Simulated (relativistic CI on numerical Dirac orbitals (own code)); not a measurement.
# P IX (P⁸⁺): levels and lines

What are the lowest levels and the strongest lines of P⁸⁺? One CI run answers it. Configurations built on the next ion are tied to the tabulated ionisation energy.

The numbers are computed with relativistic CI on numerical Dirac orbitals (own code) version 3 (Dirac-Coulomb-Breit CI, KLI orbitals optimised for each configuration, model QED (radiative potential, 1s self-energy scaled to tabulated hydrogen-like ionisation energies), valence Slater integrals scaled by 0.9, P86 correlation estimate, and configurations built on the next ion tied to the tabulated ionisation energy (semi-empirical)), except any that are marked as measured or tabulated.

**1. What is computed**

- ion: P⁸⁺ (P IX)
- nuclear charge: 15
- electrons: 7
- isotope: A = 31
- first configuration typed: [He] 2s2 2p3

The outer shells:

first configuration typed
```
[He] core
2s [↑↓]
2p [↑ ][↑ ][↑ ]
```

**2. Base run**

The run's settings:

```ini
atom P  Z=15  charge=8  electrons=7
nucleus A=31  rms_radius_fm=3.1889
hamiltonian dirac-coulomb  breit=on  qed=on  c_scale=1
orbitals kli  potential=per-configuration
slater_scale 0.9
correlation anchor
mixing on
configurations
  [He] 2s2 2p3
  [He] 2s2 2p2 3s
  [He] 2s2 2p2 3p
  [He] 2s2 2p2 3d
  [He] 2s2 2p2 4s
  [He] 2s 2p4
  [He] 2p5
  [He] 2p4 3s
  [He] 2p4 3p
  [He] 2p4 3d
  [He] 2s 2p3 3s
  [He] 2s 2p3 3p
  [He] 2s 2p3 3d
  [He] 2s2 2p2 4p
  [He] 2s2 2p2 4d
  [He] 2s2 2p2 4f
  [He] 2s2 2p 3s2
  [He] 2s2 2p 3s 3p
  [He] 2s 2p3 4s
  [He] 2s 2p3 4p
  [He] 2s2 2p 3p2
  [He] 2s2 2p 3s 3d
  [He] 2s 2p3 4d
  [He] 2s 2p3 4f
end
```

On the command line:

```bash
python run_levels.py task.json out
```

One command runs all members of the session, one after another, from task.json.

Before running it: what results should come out? Wanted: lowest level; first excitation; lowest level of the other parity; fastest E1 line.

As calculated:

| quantity | value |
| --- | --- |
| lowest level | 2p3 4S°3/2 |
| first excitation | 2p3 2D°3/2, 72125 cm⁻¹ |
| lowest level of the other parity | 2s 2p4 4P5/2, 352768 cm⁻¹ |
| levels in the model | 645 |
| fastest E1 line (by rate) to the lowest level among the lowest 300 of 645 levels | 5.063 nm, from 2p2 3d 4P5/2 |

2p3 4S°3/2 comes out lowest; its LS label holds 99 % and its jj label 55 %; over the low levels the means are 99 and 72 %, so LS coupling describes them better. The tie to the ionisation limit holds for one-electron excitations alone. Lifetimes count radiative decay inside the model alone.
